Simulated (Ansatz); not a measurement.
**BFHTe radical (SMILES FB[Te]): one structure at several levels**

The atoms stand at a structure displaced at random from a GFN2-xTB minimum. How far do the functionals agree with CCSD(T) there?

The runs use Ansatz 0.2.0, Gaussian basis; single points in def2-TZVPP.

Correlated methods freeze the cores. Filled d shells of the heavier atoms are correlated. Core potentials replace the inner electrons past krypton, and spin-orbit coupling is left out. Orbitals are unrestricted. B3LYP uses VWN-RPA correlation.

### Step 1. Starting geometry

SMILES `FB[Te]`, 4 atoms, charge 0, spin multiplicity 2.

Atoms are counted from 1 here; the program's logs count them from 0.

Bond lengths: F1–B2 1.306 Å, B2–Te3 2.108 Å, B2–H4 1.172 Å. Angles: F1–B2–Te3 120.7°, F1–B2–H4 117.4°, Te3–B2–H4 121.9°.

As a file:

```xyz
4

F    -0.08930    0.97320   -1.00040
B    -0.17970    0.08550   -0.04730
Te    1.52180   -0.98100    0.59260
H    -1.23110   -0.07020    0.44740
```

### Step 2. CCSD(T)/def2-TZVPP

File run/in.yaml:

```yaml
crystal:
  periodic: [false, false, false]
  atoms:
    - {symbol: F, position_ang: [-0.089300, 0.973200, -1.000400]}
    - {symbol: B, position_ang: [-0.179700, 0.085500, -0.047300]}
    - {symbol: Te, position_ang: [1.521800, -0.981000, 0.592600]}
    - {symbol: H, position_ang: [-1.231100, -0.070200, 0.447400]}
basis:
  gaussian: {orbitals: def2-TZVPP}
magnetization: {spin_polarized: true, initial_magnetization: 1}
correlation: {method: ccsd_t}
scf: {omitted_lower_state_checks: [cluster_reference]}
output: {forces: true}
```

The command line of these runs was not kept.

### Step 3. PBE0-D4/def2-TZVPP

Changes to run/in.yaml since step 2:

```diff
@@ -10,4 +10,3 @@
 magnetization: {spin_polarized: true, initial_magnetization: 1}
-correlation: {method: ccsd_t}
-scf: {omitted_lower_state_checks: [cluster_reference]}
-output: {forces: true}
+hamiltonian: {xc: pbe0, dispersion: d4}
+output: {forces: true, orbitals: {seedname: orbitals}}
```

### Step 4. wB97M-V/def2-TZVPP

Changes to run/in.yaml since step 3:

```diff
@@ -10,3 +10,3 @@
 magnetization: {spin_polarized: true, initial_magnetization: 1}
-hamiltonian: {xc: pbe0, dispersion: d4}
-output: {forces: true, orbitals: {seedname: orbitals}}
+hamiltonian: {xc: {name: wB97M-V}}
+output: {forces: true}
```

### Step 5. r2SCAN-D4/def2-TZVPP

Changes to run/in.yaml since step 4:

```diff
@@ -10,3 +10,3 @@
 magnetization: {spin_polarized: true, initial_magnetization: 1}
-hamiltonian: {xc: {name: wB97M-V}}
+hamiltonian: {xc: r2scan, dispersion: d4}
 output: {forces: true}
```

### Step 6. PBE-D4/def2-TZVPP

Changes to run/in.yaml since step 5:

```diff
@@ -10,3 +10,3 @@
 magnetization: {spin_polarized: true, initial_magnetization: 1}
-hamiltonian: {xc: r2scan, dispersion: d4}
+hamiltonian: {xc: pbe, dispersion: d4}
 output: {forces: true}
```

### Step 7. LC-wPBE/def2-TZVPP

Changes to run/in.yaml since step 6:

```diff
@@ -10,3 +10,3 @@
 magnetization: {spin_polarized: true, initial_magnetization: 1}
-hamiltonian: {xc: pbe, dispersion: d4}
+hamiltonian: {xc: {name: LC-wPBE}}
 output: {forces: true}
```

### Step 8. B3LYP-D4/def2-TZVPP

Changes to run/in.yaml since step 7:

```diff
@@ -10,3 +10,3 @@
 magnetization: {spin_polarized: true, initial_magnetization: 1}
-hamiltonian: {xc: {name: LC-wPBE}}
+hamiltonian: {xc: {name: B3LYP}, dispersion: d4}
 output: {forces: true}
```

(Steps that only read results are left out.)

Before running it: what results should come out? Wanted: energy less free atoms, CCSD(T)/def2-TZVPP; RMS force component; RMS force error; HOMO and LUMO, PBE0-D4; T1 diagnostic.

The runs gave:

| quantity | value |
| --- | --- |
| energy less free atoms, CCSD(T)/def2-TZVPP | -1271.7 kJ/mol |
| RMS force component | 0.343 to 0.546 eV/Å over the methods |
| RMS force error | PBE0-D4 0.131, wB97M-V 0.050, r2SCAN-D4 0.065, PBE-D4 0.145, LC-wPBE 0.114, B3LYP-D4 0.074 eV/Å |
| HOMO and LUMO, PBE0-D4 | -6.96 and -4.34 eV |
| T1 diagnostic | 0.013 |

What this shows: Against CCSD(T) the functionals' energies less atoms differ by -83.4 to -36.8 kJ/mol, PBE-D4 by -83.4 kJ/mol. A larger basis would deepen the CCSD(T) value, while the functionals are nearly converged already, so the order here is not reliable. For forces wB97M-V does best and PBE-D4 worst. Frozen-core CCSD(T) forces in triple zeta carry basis errors of their own, and this is one geometry, so small gaps rank nothing.
